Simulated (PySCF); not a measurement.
# H6O5Si2Zr ((OH)2Zr(OSiH2)2O): the cost of one run

Programs: PySCF 2.14.0, with density-fitted response routines of our own. Each step states its level of theory. These are calculated values for one molecule in the gas phase, unless marked as measured. Atoms are numbered from 0 throughout.

## 1. The starting structure

14 atoms, charge 0, multiplicity 1; geometry from: GFN1-xTB. The atoms were then displaced at random by about 0.03 Å, so the start is not that level's minimum.

Bonds of the start (Å): Zr0–O1 1.96, Zr0–O2 1.86, Zr0–O3 1.91, Zr0–O7 1.87, O1–H8 0.93, O2–H9 0.97, O3–Si4 1.60, Si4–O5 1.63, Si4–H10 1.48, Si4–H11 1.44, O5–Si6 1.68, Si6–O7 1.64, Si6–H12 1.33, Si6–H13 1.48.

## 2. Optimising the geometry at PBE0-D3(BJ)/def2-SVP

What the job is given:

```
{"job": {"xc": "PBE0", "basis": "def2-SVP", "d3": "d3bj", "grid": 1, "maxiter": 40, "shake": 0.03, "kind": "geom"}, "charge": 0, "multiplicity": 1}
Zr    -0.207280     0.904540    -0.744860
O     -1.891000     1.247080    -1.691980
O      0.857550     2.383260    -1.134040
O     -0.553260     0.958190     1.136560
Si    -0.307510    -0.328850     2.060120
O      0.389210    -1.479600     1.139490
Si     0.907120    -1.911950    -0.398630
O      0.580000    -0.657670    -1.398920
H     -2.603950     1.597780    -2.166660
H      1.366760     3.174110    -1.367880
H      0.661610     0.073820     3.104060
H     -1.502850    -0.864960     2.655960
H      2.227860    -2.078210    -0.385990
H      0.056300    -3.061370    -0.764000
```

The run is started by

```bash
OMP_NUM_THREADS=1 python probes_run.py task.json out
```

This one command runs all jobs of the session in turn.

Q: Estimate the wall time and peak memory of this first job on 1 thread of Intel Xeon at 2.50GHz, shared host.

About 10 min, with a peak of 0.71 GiB.
